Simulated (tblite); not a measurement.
# C3H10AsBO: the cost of one run

Computed with tblite 0.8.0 and PySCF 2.14.0, with density-fitted response routines of our own, on a single molecule in the gas phase. Atoms count from 0, in the outputs and in this text.

**1. The molecule as given**

16 atoms, charge 0, multiplicity 1; geometry from: force field or distance geometry start.

Bonds of the start (Å): C0–C1 1.34, C1–C2 1.49, C2–O3 1.37, O3–B4 1.45, B4–As5 2.06, C0–H6 1.08, C0–H7 1.08, C1–H8 1.09, C2–H9 1.14, C2–H10 1.10, B4–H11 1.21, B4–H12 1.19, As5–H13 1.56, As5–H14 1.56, As5–H15 1.57.

**2. Geometry optimisation with GFN2-xTB**

Job settings and geometry (Å):

```
{"job": {"kind": "relax", "xc": "GFN2-xTB", "basis": "xTB"}, "charge": 0, "multiplicity": 1}
C      2.769200     0.210700     0.988100
C      1.997000     0.668900    -0.002700
C      0.620700     0.150100    -0.250500
O      0.216900    -0.820600     0.627200
B     -1.130300    -1.236500     0.288600
As    -2.443800     0.342100     0.187700
H      3.766300     0.596600     1.161400
H      2.399300    -0.549900     1.653200
H      2.355800     1.440500    -0.675900
H     -0.111100     1.007200    -0.079300
H      0.494900    -0.163200    -1.297600
H     -1.089500    -1.660400    -0.843800
H     -1.508000    -2.090600     1.022400
H     -2.554100     1.083200     1.560000
H     -1.945800     1.316500    -0.923100
H     -3.845100    -0.285700    -0.159600
```

Run with:

```console
OMP_NUM_THREADS=1 python probes_run.py task.json out
```

This one command runs all jobs of the session in turn.

Q: Estimate the wall time of this first job on 1 thread of Intel Xeon at 2.70GHz, shared host.

About 1.5 s.
